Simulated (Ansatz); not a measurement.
# Zr2C: the cost of one run

Program: Ansatz 0.2.0. Level of theory: DFT PBE, scalar-relativistic, plane waves, PAW. These are calculated values, not measurements.

**1. The structure to begin with**

The structure is trigonal, space group R-3m (No. 166). The conventional cell has a = 3.307 Å, b = 3.307 Å, c = 18.405 Å, α = 90.00°, β = 90.00°, γ = 120.00°. Zr (site symmetry 3m) has 3 C at 2.27 Å as nearest neighbours. C (site symmetry -3m) is surrounded by 6 Zr at 2.27 Å.

Coordinates:

```cif
data_structure
_symmetry_space_group_name_H-M 'P 1'
_symmetry_Int_Tables_number 1
_cell_length_a 6.4253
_cell_length_b 6.4253
_cell_length_c 6.4253
_cell_angle_alpha 29.823
_cell_angle_beta 29.823
_cell_angle_gamma 29.823
_cell_volume 58.10
loop_
_atom_site_label
_atom_site_type_symbol
_atom_site_fract_x
_atom_site_fract_y
_atom_site_fract_z
_atom_site_occupancy
Zr1 Zr 0.26647 0.26647 0.26647 1
Zr2 Zr 0.73353 0.73353 0.73353 1
C1 C 0.00000 0.00000 0.00000 1
```

Recipe of the guess: species swapped into a database cell of Ba2N (R-3m, No. 166), with Zr on the Ba sites and C on the N sites. The dimensions are guesses.

**2. Probe: one point on a coarse mesh**

Contents of input.yaml:

```yaml
crystal:
  lattice:
    - [1.65338778, 0.95458388, 6.13505778]
    - [-1.65338778, 0.95458388, 6.13505778]
    - [0.0, -1.90916776, 6.13505778]
  atoms:
    - { symbol: Zr, position: [0.26646999, 0.26646999, 0.26646999] }
    - { symbol: Zr, position: [0.73353001, 0.73353001, 0.73353001] }
    - { symbol: C, position: [0.0, 0.0, 0.0] }
basis:
  ecutwfc: 420
kpoints:
  mp_grid: { grid: [6, 6, 6] }
hamiltonian:
  xc: pbe
scf:
  occupations: { method: gaussian, width: 0.1 }
  lower_state_search: "off"
output:
  forces: true
  stress: true
  eigenvalues: true
```

On the command line:

```console
$ ansatz run input.yaml --threads 1 --pin off --max-ram 2048MiB --backend cpu --events-out ev --progress --plain --runs-dir out
```

What time and memory should one allow on 1 thread of Intel Xeon 6975P-C (Granite Rapids), shared host?

About 1 s, with a peak of 0.41 GiB.
